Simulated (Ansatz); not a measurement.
# Ge5H2 (Germanium): the cost of one run

Program: Ansatz 0.2.0. Level of theory: DFT r2SCAN, scalar-relativistic, plane waves, PAW. These are calculated values, not measurements.

1 further run of the same task is left out (set aside as unsound or not needed).

## 1. The starting structure

The structure is cubic, space group Fd-3m (No. 227). Conventional cell: a = 5.675 Å, b = 5.675 Å, c = 5.675 Å, α = 90.00°, β = 90.00°, γ = 90.00°. Ge (site symmetry -43m) is surrounded by 4 Ge at 2.46 Å.

As a file:

```
Ge
1.0
     0.00000    2.83750    2.83750
     2.83750    0.00000    2.83750
     2.83750    2.83750    0.00000
Ge
2
Direct
  0.00000 0.00000 0.00000
  0.25000 0.25000 0.25000
```

It is the result of an earlier relaxation at this level (volume 22.85 Å³/atom; gap on the mesh: 0.35 eV).

## 2. Cutting the slab

Miller indices refer to the conventional cell of the relaxed bulk, Fd-3m (No. 227): a = 5.675 Å, b = 5.675 Å, c = 5.675 Å, α = 90.00°, β = 90.00°, γ = 90.00°.

A (100) slab, 6.6 Å thick as cut, with 17 Å of vacuum; its outer planes are Ge (top) and Ge (bottom).

The slab as cut. Layers, bottom to top:

```csv
plane,atoms per cell,height over the lowest (Å)
1,H2,0.00
2,Ge,0.91
3,Ge,2.33
4,Ge,3.75
5,Ge,5.17
6,Ge,6.59
```

## 3. Relaxing the clean slab

Input file input.yaml:

```yaml
crystal:
  lattice:
    - [4.0128368559, 0.0, 0.0]
    - [0.0, 4.0128368559, 0.0]
    - [0.0, 0.0, 23.5873003052]
  atoms:
    - { symbol: H, position: [0.5, 0.8214857833, 0.3603634112] }
    - { symbol: H, position: [0.5, 0.1785142167, 0.3603634112] }
    - { symbol: Ge, position: [0.5, 0.5, 0.399040665] }
    - { symbol: Ge, position: [0.0, 0.5, 0.459189646] }
    - { symbol: Ge, position: [0.0, 0.0, 0.5193386269] }
    - { symbol: Ge, position: [0.5, 0.0, 0.5794876078] }
    - { symbol: Ge, position: [0.5, 0.5, 0.6396365888] }
basis:
  ecutwfc: 500
kpoints:
  mp_grid: { grid: [7, 7, 1] }
hamiltonian:
  xc: r2scan
scf:
  occupations: { method: gaussian, width: 0.05 }
output:
  forces: true
  eigenvalues: true
relax:
  adjacent_minimum: "off"
  f_tol: 0.03
  max_steps: 70
  constraints: [{ sites: [0, 1, 2, 3] }]
efield:
  axis: 3
  dipole_correction: true
```

Launch:

```
$ ansatz run input.yaml --threads 2 --pin off --max-ram 5120MiB --backend cpu --events-out ev --progress --plain --runs-dir out
```

What time and memory should one allow on 2 threads of Intel Xeon Platinum 8488C (Sapphire Rapids), shared host?

About 49 s, with a peak of 1.2 GiB.
